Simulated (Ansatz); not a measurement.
# CH₆GaNO: how energies converge with the basis set

The task here is to estimate one member of a computed series from the others.

The runs use Ansatz 0.2.0, Gaussian basis; one geometry, several basis sets.

Plan: PBE0-D4/def2-SVP; ωB97M-V/def2-SVP; PBE0-D4/def2-QZVPP; ωB97M-V/def2-QZVPP; the functionals' def2-TZVPP values are taken from earlier runs.

## Structure used throughout

All runs share one geometry, relaxed beforehand with PBE0-D4 in a triple-zeta def2 set.

SMILES `[CH3][Ga]([NH2])[OH]`, 10 atoms, charge 0, spin multiplicity 1.

Atoms are counted from 1 here; the program's logs count them from 0.

Bond lengths: C1–Ga2 1.955 Å, C1–H5 1.092 Å, C1–H6 1.091 Å, C1–H7 1.092 Å, Ga2–N3 1.809 Å, Ga2–O4 1.796 Å, N3–H8 1.005 Å, N3–H9 1.004 Å, O4–H10 0.958 Å. Angles: Ga2–C1–H5 110.4°, Ga2–C1–H6 111.2°, Ga2–C1–H7 110.4°, H5–C1–H6 108.5°, H5–C1–H7 107.8°, H6–C1–H7 108.5°, C1–Ga2–N3 125.9°, C1–Ga2–O4 123.2°, N3–Ga2–O4 110.9°, Ga2–N3–H8 122.7°, Ga2–N3–H9 124.8°, H8–N3–H9 112.5°, Ga2–O4–H10 114.0°.

The first run:

in.yaml

```yaml
crystal:
  periodic: [false, false, false]
  atoms:
    - {symbol: C, position_ang: [-1.438410, 0.605253, -0.277651]}
    - {symbol: Ga, position_ang: [0.382189, -0.085393, -0.099236]}
    - {symbol: N, position_ang: [1.049164, -0.960136, 1.336814]}
    - {symbol: O, position_ang: [1.627092, 0.080238, -1.383240]}
    - {symbol: H, position_ang: [-1.933242, 0.156438, -1.141416]}
    - {symbol: H, position_ang: [-2.031211, 0.388201, 0.611849]}
    - {symbol: H, position_ang: [-1.422161, 1.686869, -0.427022]}
    - {symbol: H, position_ang: [1.996285, -1.294766, 1.376972]}
    - {symbol: H, position_ang: [0.532612, -1.165880, 2.172900]}
    - {symbol: H, position_ang: [1.320784, 0.538174, -2.167068]}
basis:
  gaussian: {orbitals: def2-SVP}
hamiltonian: {xc: pbe0, dispersion: d4}
output: {orbitals: {seedname: orbitals}}
```

Steps of the session up to this table: PBE0-D4 in def2-SVP; ωB97M-V in def2-SVP; PBE0-D4 in def2-QZVPP; ωB97M-V in def2-QZVPP.

One of the session's tables, all rows but one given; the rest of the session is left out.

It belongs to the step «Functionals by basis». 

| functional | basis | HOMO (eV) | LUMO (eV) |
| --- | --- | --- | --- |
| PBE0-D4 | def2-SVP | -6.83 | 0.52 |
| PBE0-D4 | def2-TZVPP | ? | ? |
| PBE0-D4 | def2-QZVPP | -7.15 | -0.16 |
| ωB97M-V | def2-SVP | -9.22 | 2.14 |
| ωB97M-V | def2-TZVPP | -9.49 | 1.72 |
| ωB97M-V | def2-QZVPP | -9.56 | 1.09 |

Q: Estimate the row for PBE0-D4, def2-TZVPP from the others.

The run gave: HOMO (eV): -7.08; LUMO (eV): 0.19. In the column «HOMO (eV)» it lies between PBE0-D4, def2-QZVPP (-7.15) and PBE0-D4, def2-SVP (-6.83).
